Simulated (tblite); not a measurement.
# C4H4FNSe: the cost of one run

Computed with tblite 0.8.0 (tight binding) and PySCF 2.14.0 (DFT, with response routines of our own); each step states its level. Atoms count from 0 throughout.

### Step 1. The molecule as given

11 atoms, charge 0, multiplicity 1; geometry from: force field or distance geometry start.

Bonds of the start (Å): C0–H7 1.12, C0–H8 1.11, C0–H9 1.12, C0–Se1 1.93, C2–C3 1.33, C2–H10 1.08, C3–C5 1.43, C3–F4 1.36, C5–N6 1.16, Se1–C2 1.93.

### Step 2. GFN2-xTB relaxation, start minimum

What the job is given:

```
{"job": {"xc": "GFN2-xTB", "basis": "xTB", "kind": "relax"}, "charge": 0, "multiplicity": 1}
C     -2.054900     0.204600     0.190800
Se    -1.164000    -0.875400     1.519000
C      0.533500    -0.033500     1.159400
C      1.358200    -0.518800     0.236800
F      1.036000    -1.650300    -0.437500
C      2.609000     0.122000    -0.024800
N      3.624800     0.647900    -0.241400
H     -1.953000     1.286800     0.452300
H     -1.616400     0.015400    -0.807300
H     -3.144100    -0.060900     0.175000
H      0.776500     0.864800     1.707100
```

Started as:

```console
OMP_NUM_THREADS=1 python ens_run.py task.json out
```

One launch serves the whole session.

**Question.** How long does this first job take on 1 thread of Intel Xeon at 2.50GHz, shared host?

About 2.1 s.
